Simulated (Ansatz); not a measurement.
# Gd (Gadolinium): the cost of one run

Computed with Ansatz 0.2.0 (DFT r²SCAN, scalar-relativistic, plane waves, PAW, unless a step's input says otherwise).

## Step 1: The starting structure

It takes space group P6_3/mmc (No. 194, hexagonal). Conventional cell: a = 3.639 Å, b = 3.639 Å, c = 5.913 Å, α = 90.00°, β = 90.00°, γ = 120.00°. Gd (site symmetry -6m2) has 12 Gd at 3.63 to 3.64 Å as nearest neighbours.

As a file:

```cif
data_structure
_symmetry_space_group_name_H-M 'P6_3/mmc'
_symmetry_Int_Tables_number 194
_cell_length_a 3.6389
_cell_length_b 3.6389
_cell_length_c 5.9127
_cell_angle_alpha 90.000
_cell_angle_beta 90.000
_cell_angle_gamma 120.000
_cell_volume 67.80
loop_
_atom_site_label
_atom_site_type_symbol
_atom_site_symmetry_multiplicity
_atom_site_Wyckoff_symbol
_atom_site_fract_x
_atom_site_fract_y
_atom_site_fract_z
_atom_site_occupancy
Gd1 Gd 2 c 0.33333 0.66667 0.25000 1
```

An earlier run at r²SCAN left this cell at 33.902 Å³/atom and -0.01 GPa (14×14×8 mesh).

## Step 2: Antiferromagnetic, in the cell as typed

The input, input.yaml:

```yaml
crystal:
  lattice:
    - [3.6388794248, 0.0, 0.0]
    - [-1.8194397124, 3.1513620232, 0.0]
    - [0.0, 0.0, 5.9126730142]
  atoms:
    - { symbol: Gd, position: [0.3333333333, 0.6666666667, 0.25], spin: 7.0 }
    - { symbol: Gd, position: [0.6666666667, 0.3333333333, 0.75], spin: -7.0 }
basis:
  ecutwfc: 500
  ecutrho_ratio: 4
kpoints:
  mp_grid: { grid: [14, 14, 8] }
hamiltonian:
  xc: r2scan
scf:
  occupations: { method: gaussian, width: 0.05 }
  lower_state_search: "off"
output:
  forces: true
  stress: true
  eigenvalues: true
  populations: true
magnetization:
  spin_polarized: true
```

Launch:

```sh
ansatz run input.yaml --threads 4 --pin off --max-ram 10240MiB --backend cpu --events-out ev --progress --plain --runs-dir out
```

What time and memory should one allow on 4 threads of Arm Neoverse V2, shared host?

About 73 s, with a peak of 0.85 GiB.
